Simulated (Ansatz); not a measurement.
Write a Python script for Ansatz 0.2.0, Python API that makes a check of PAW against all-electron LAPW of NbCr3, space group Fm-3m. Use (first run): PBEsol, PAW, the default cutoff (420 eV here), 7×7×7 k-points, Fermi-Dirac smearing of 0.05 eV, collinear spin.

```cif
data_structure
_symmetry_space_group_name_H-M 'P 1'
_symmetry_Int_Tables_number 1
_cell_length_a 4.2174
_cell_length_b 4.2174
_cell_length_c 4.2174
_cell_angle_alpha 60.000
_cell_angle_beta 60.000
_cell_angle_gamma 60.000
_cell_volume 53.04
loop_
_atom_site_label
_atom_site_type_symbol
_atom_site_fract_x
_atom_site_fract_y
_atom_site_fract_z
_atom_site_occupancy
Nb1 Nb 0.00000 0.00000 0.00000 1
Cr1 Cr 0.75000 0.75000 0.75000 1
Cr2 Cr 0.25000 0.25000 0.25000 1
Cr3 Cr 0.50000 0.50000 0.50000 1
```

`paw_lapw_nbcr3.py`
```python
# -*- coding: utf-8 -*-
"""Checking the PAW result for NbCr3 with LAPW."""

import ansatz as az
import numpy as np


def count_gap(report):
    # lowest empty less highest filled band, counting bands; zero where they overlap
    return max(report.get("gap_by_band_count_ev") or 0.0, 0.0)

cell = (
    az.Lattice.from_parameters(4.217393, 4.217393, 4.217393, alpha=60.0, beta=60.0, gamma=60.0)
    .atom("Nb", [0.0, 0.0, 0.0])
    .atom("Cr", [0.75, 0.75, 0.75])
    .atom("Cr", [0.25, 0.25, 0.25])
    .atom("Cr", [0.5, 0.5, 0.5])
    .moments(Cr=3)
)

job = (
    cell.calculation()
    .scf(tolerance=1e-09)
    .spin(az.SpinTreatment.COLLINEAR)
    .kpoints(7)
    .occupations(az.OccupationsMethod.FERMI_DIRAC, width=0.05)
    .functional("pbesol")
    .stress()
    .forces()
    .band_table()
)
variants = {
    "PAW": job.pseudopotentials("paw"),
    "LAPW": job.pseudopotentials("all_electron", lapw=True),
}
# totals differ by the cores that each treatment holds, so compare what does not depend on them
rows = []
for label, variant in variants.items():
    rep = variant.run(threads=1, pin="off").report
    levels = np.array(rep["eigenvalues_ev"][0]) - rep["fermi_energy_ev"]
    print(label, "levels at the first k-point near E_F:", np.round(levels[np.abs(levels) < 5], 3))
    rows.append((label, rep["n_electrons"], np.trace(rep["stress_gpa"]) / 3, count_gap(rep), rep["magnetization_mub"]))
for row in rows:
    print("; ".join(f"{name} = {round(v, 4) if isinstance(v, float) else v}" for name, v in zip(["treatment", "electrons in bands", "P GPa", "gap by band count eV", "moment muB"], row)))
```

```console
$ python paw_lapw_nbcr3.py
DeckWarning: basis.ecutwfc = 420 eV, auto-derived from the records' recommended cutoffs: set by Nb (normal level)
DeckWarning: output.stress: scf.convergence.dr2_threshold = 1e-9 eV is looser than the 4e-10 eV advised for a printed stress (1e-10 eV for each atom of the cell: 4). What an SCF threshold leaves in a stress goes as its square root, and in the free energy as [...]
RunWarning: the starting moments were not kept: the SCF closed with an absolute magnetisation of 7.3e-6 μB, where they sum to 9 μB in size (3 sites). That is at most 0.1 of that sum. Measured as dr2_m measures the in/out step, that magnetisation stands [...]
PAW levels at the first k-point near E_F: [-3.973 -3.973 -2.229 -2.229 -2.229 -1.502 -1.502 -1.502 -0.493 -0.493
 -0.493  1.19   1.19   1.518  1.518  3.143  3.143  3.143  3.658  3.658]
LAPW levels at the first k-point near E_F: [-3.973 -3.973 -2.229 -2.229 -2.229 -1.502 -1.502 -1.502 -0.491 -0.491
 -0.491  1.193  1.193  1.52   1.52   3.145  3.145  3.145  3.661  3.661]
treatment = PAW; electrons in bands = 55.0; P GPa = -9.3308; gap by band count eV = 0.0; moment muB = 0.0
treatment = LAPW; electrons in bands = 73.0; P GPa = -9.381; gap by band count eV = 0.0; moment muB = 0.0
```
(Warnings from the package without file and line, shortened, repeats left out.)

PAW gives -9.331 GPa and LAPW -9.381 GPa, 0.05 GPa apart. They took 20.8 and 94.9 s of processor time.

Reading the output:
- The SCF didn't keep the moments it started from (some shrank, vanished or turned); what is printed is the state reached.
- The computed bands are complete only to about 4.0 eV above the Fermi level.
- The mesh is modest for a metal, so energies can be off by several to tens of meV an atom and pressures by half a GPa or more; differences at equal mesh fare better.
- A gap by band count of zero or less means overlapping bands, a metal.
- At these settings the cell as given stands under about -9 GPa, so it isn't at this functional's equilibrium volume.
- This cell is a computed structure, which may not be the phase found in nature.
- Levels are Kohn-Sham eigenvalues on this mesh, without spin-orbit coupling.
- Pressure is positive in compression; the treatments may keep other shells as core, so totals and counts of electrons can differ.
- The whole script took 120 s on 1 thread of Arm Neoverse V1, with other jobs on the host, peak memory 0.81 GiB.
